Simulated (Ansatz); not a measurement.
# CH5ClOSi: up Jacob's ladder to CCSD(T)

An exercise on one series of results from a longer session: the logs are not shown, and one member is left open.

Program: Ansatz 0.2.0, Gaussian basis. Level of theory: functionals in def2-TZVPP, the program's frozen cores in correlated methods. These are calculated values, not measurements.

Levels to be run: LDA (SPW92), PBE-D4, revPBE-D4, BLYP-D4, r2SCAN-D4, B97M-V, PBE0-D4, B3LYP-D4, r2SCANh-D4, r2SCAN0-D4, HSE06-D4, BHLYP-D4, CAM-B3LYP-D4, LC-ωPBE, ωB97X-V, ωB97M-V, B2PLYP, PBE-QIDH; CCSD(T)/def2-SVP; CCSD(T)/def2-TZVPP; MP2/def2-QZVPP; extrapolation to the limit; RPA on PBE.

## The relaxed structure

An earlier PBE0-D4 in a triple-zeta def2 set relaxation fixed the geometry.

SMILES `O[SiH2]CCl`, 9 atoms, charge 0, spin multiplicity 1.

Atoms are counted from 1 here; the program's logs count them from 0.

Bond lengths: O1–Si2 1.642 Å, O1–H5 0.960 Å, Si2–C3 1.881 Å, Si2–H6 1.483 Å, Si2–H7 1.486 Å, C3–Cl4 1.793 Å, C3–H8 1.090 Å, C3–H9 1.091 Å. Angles: Si2–O1–H5 116.1°, O1–Si2–C3 110.3°, O1–Si2–H6 106.4°, O1–Si2–H7 112.3°, C3–Si2–H6 109.9°, C3–Si2–H7 107.4°, H6–Si2–H7 110.6°, Si2–C3–Cl4 107.6°, Si2–C3–H8 112.6°, Si2–C3–H9 112.9°, Cl4–C3–H8 107.2°, Cl4–C3–H9 107.5°, H8–C3–H9 108.8°.

Geometry (Å):

```xyz
9
charge 0, multiplicity 1
O    -0.1067    0.9582   -1.5775
Si    0.7300    0.0892   -0.4641
C    -0.3289   -0.2072    1.0626
Cl   -1.8367   -1.0163    0.5282
H    -0.9634    0.6074   -1.8306
H     1.9162    0.9032   -0.1042
H     1.1449   -1.2407   -0.9816
H    -0.6189    0.7198    1.5581
H     0.1520   -0.8600    1.7921
```

Set-up of the first run:

in.yaml reads:

```yaml
crystal:
  periodic: [false, false, false]
  atoms:
    - {symbol: O, position_ang: [-0.106661, 0.958242, -1.577483]}
    - {symbol: Si, position_ang: [0.729991, 0.089212, -0.464072]}
    - {symbol: C, position_ang: [-0.328944, -0.207234, 1.062596]}
    - {symbol: Cl, position_ang: [-1.836749, -1.016281, 0.528185]}
    - {symbol: H, position_ang: [-0.963401, 0.607429, -1.830644]}
    - {symbol: H, position_ang: [1.916183, 0.903210, -0.104222]}
    - {symbol: H, position_ang: [1.144927, -1.240707, -0.981629]}
    - {symbol: H, position_ang: [-0.618852, 0.719750, 1.558136]}
    - {symbol: H, position_ang: [0.152008, -0.860020, 1.792132]}
basis:
  gaussian: {orbitals: def2-TZVPP}
hamiltonian: {xc: lda}
output: {orbitals: {seedname: orbitals}}
```

The run is started by

```
$ ansatz run in.yaml --threads 2 --pin off --events-out ev --progress --plain --max-ram 4352MiB
```

Among the steps run: LDA; PBE-D4 (GGA); revPBE-D4 (GGA); BLYP-D4 (GGA); r2SCAN-D4 (meta-GGA); B97M-V (meta-GGA); PBE0-D4 (hybrid); B3LYP-D4 (hybrid); r2SCANh-D4 (hybrid); r2SCAN0-D4 (hybrid); HSE06-D4 (hybrid); BHLYP-D4 (hybrid); CAM-B3LYP-D4 (range-separated); LC-ωPBE (range-separated); ωB97X-V (range-separated); ωB97M-V (range-separated); B2PLYP (double hybrid); PBE-QIDH (double hybrid).

One of the session's tables, all rows but one given; the rest of the session is left out.

It belongs to the step «Frontier levels by functional». 

| functional | HOMO (eV) | gap (eV) |
| --- | --- | --- |
| LDA (SPW92) | -6.93 | 5.69 |
| PBE-D4 | -6.80 | 5.80 |
| revPBE-D4 | -6.75 | 5.84 |
| BLYP-D4 | -6.69 | 5.79 |
| r2SCAN-D4 | -7.11 | 6.43 |
| B97M-V | -7.24 | 6.48 |
| PBE0-D4 | -8.17 | 8.15 |
| B3LYP-D4 | -7.94 | 7.67 |
| r2SCANh-D4 | -7.62 | 7.30 |
| r2SCAN0-D4 | ? | ? |
| HSE06-D4 | -7.77 | 7.37 |
| BHLYP-D4 | -9.44 | 10.35 |
| CAM-B3LYP-D4 | -9.57 | 10.58 |
| LC-ωPBE | -10.94 | 13.21 |
| ωB97X-V | -10.58 | 12.68 |
| ωB97M-V | -10.43 | 12.21 |

Estimate the missing values for r2SCAN0-D4.

Worked estimate for «HOMO (eV)». Against the share of exact exchange, r2SCAN-D4 (0, -7.11), r2SCANh-D4 (0.1, -7.62) give a slope of -5.10 per unit share; at 0.25 the line stands at -8.38.

The run gave: HOMO (eV): -8.37; gap (eV): 8.57. In «HOMO (eV)» the line misses by -0.01.
